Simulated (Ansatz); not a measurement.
## C4H7Br, SMILES CC1CC1Br: a ladder of methods at one geometry, step by step

Program: Ansatz's Python interface.

Run as a notebook:

**Cell 1**
```python
from pathlib import Path

import ansatz as az
import numpy as np
```

**Cell 2**
```python
c4h7br = (
    az.Crystal.molecule()
    .atom("C", (-1.3092, -0.5368, 0.4821))
    .atom("C", (-0.1219, 0.3262, 0.3676))
    .atom("C", (1.1767, -0.3291, 0.0953))
    .atom("C", (0.6373, 0.5161, -0.9676))
    .atom("Br", (1.3321, 2.2012, -1.3769))
    .atom("H", (-2.2343, 0.1362, 0.2348))
    .atom("H", (-1.4453, -0.8736, 1.4927))
    .atom("H", (-1.3067, -1.3281, -0.2224))
    .atom("H", (-0.133, 1.182, 1.101))
    .atom("H", (2.0797, 0.0618, 0.6517))
    .atom("H", (1.2282, -1.4038, -0.0184))
    .atom("H", (0.1735, -0.0073, -1.8058))
)

base = c4h7br.calculation().basis(gaussian="def2-SVP")
```

**Cell 3**
```python
print("functional    E (Ha)        dipole (D)   HOMO (eV)  LUMO (eV)")
for name in ["revpbe", "blyp", "lc_wpbe", "b3lyp"]:
    r = base.functional(name).forces().orbitals().run(threads=1, pin="off", runs_dir="runs").report
    lines = Path(r["orbitals_path"]).read_text().splitlines()
    field_of = lambda key: [line.split("=")[1].strip() for line in lines if line.startswith(key)]
    orbitals = [(27.211386 * float(e), s, float(n)) for e, s, n in zip(field_of("Ene="), field_of("Spin="), field_of("Occup="))]
    homo = max(e for e, _, n in orbitals if n > 0.5)
    lumo = min(e for e, _, n in orbitals if n < 0.5)
    dipole = 4.803205 * np.linalg.norm(r["charge_distribution"]["dipole_moment_e_ang"])
    print(f"{name:10s} {r['free_energy_ev'] / 27.211386246:14.6f} {dipole:9.3f} {homo:11.3f} {lumo:10.3f}")
```
Output:
```text
functional    E (Ha)        dipole (D)   HOMO (eV)  LUMO (eV)
revpbe       -2730.059915     1.737      -5.838     -0.346
blyp         -2730.246431     1.648      -5.673     -0.243
lc_wpbe      -2729.882575     1.865      -9.864      3.037
b3lyp        -2730.353259     1.749      -6.871      0.406
```

Caveats:
- Total energies depend on the basis set; only differences at equal settings carry meaning.
- The geometry is a force-field or estimated start, not a minimum of this method, and the basis set is short of its limit. A lower total doesn't mark the better method: functionals have no common bound, and MP2 and coupled cluster aren't variational.
- b3lyp holds the VWN-RPA fit, as in Gaussian; the form of ORCA and Turbomole is b3lyp5.
- Levels such as HOMO and LUMO are orbital energies: with these approximate functionals they aren't the ionisation energy and electron affinity, and their gap isn't the fundamental gap.
- Timing: 20 s on 1 thread of Arm Neoverse V2 (shared host), peak memory 0.35 GiB.

(Lines on the test bed's own set-up are left out of the output.)
